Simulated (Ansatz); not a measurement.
Working through a comparison of dispersion corrections of CH5AlF2Si, SMILES F[SiH2][CH](F)[AlH2]

With Ansatz's Python interface.

Interactive session:
```pycon
>>> import warnings
>>> import ansatz as az
>>> from ase import Atoms
>>> params = {
...     "basis_set": "def2-SVP",
... }
>>> warnings.simplefilter("ignore", az.DeckWarning)
>>> atoms = Atoms(["F", "Si", "C", "F", "Al", "H", "H", "H", "H", "H"], positions=[
...     [-2.1374, -1.3461, 1.3242],
...     [-1.0618, -0.1041, 0.9492],
...     [0.0244, -0.6906, -0.4396],
...     [-0.6265, -0.9535, -1.552],
...     [1.3938, 0.715, -0.8718],
...     [-1.762, 1.1339, 0.5231],
...     [-0.2262, 0.1908, 2.15],
...     [0.6239, -1.5959, -0.1104],
...     [0.9008, 2.1786, -1.294],
...     [2.954, 0.4208, -0.6756],
... ])
>>> molecule = az.Crystal.molecule_from_ase(atoms)
>>> calculation = molecule.calculation().basis(gaussian=params["basis_set"])
>>> for name in ["pbe0", "revpbe"]:
...     for correction in ("d3bj", "d4"):
...         report = calculation.functional(name, dispersion=correction).run(threads=1).report
...         print(f"{name:8s} {correction:5s} total {report['free_energy_ev']:.5f} eV, of which dispersion {1000 * report['dispersion']['energy']['ev']:.2f} meV")
...
pbe0     d3bj  total -21004.34627 eV, of which dispersion -176.81 meV
pbe0     d4    total -21004.34259 eV, of which dispersion -173.12 meV
revpbe   d3bj  total -21012.22738 eV, of which dispersion -470.52 meV
revpbe   d4    total -21012.33728 eV, of which dispersion -580.43 meV
```

Total energies depend on the basis set; only differences at equal settings carry meaning. The geometry is a force-field or estimated start, not a minimum of this method, and the basis set is short of its limit. D4 holds the three-body term, and d3bj doesn't. Wall time of the script: 9.2 s on 1 thread of Intel(R) Xeon(R) Platinum 8488C (Sapphire Rapids) (shared host), peak memory 0.28 GiB.

(Lines on the test bed's own set-up are left out of the output.)
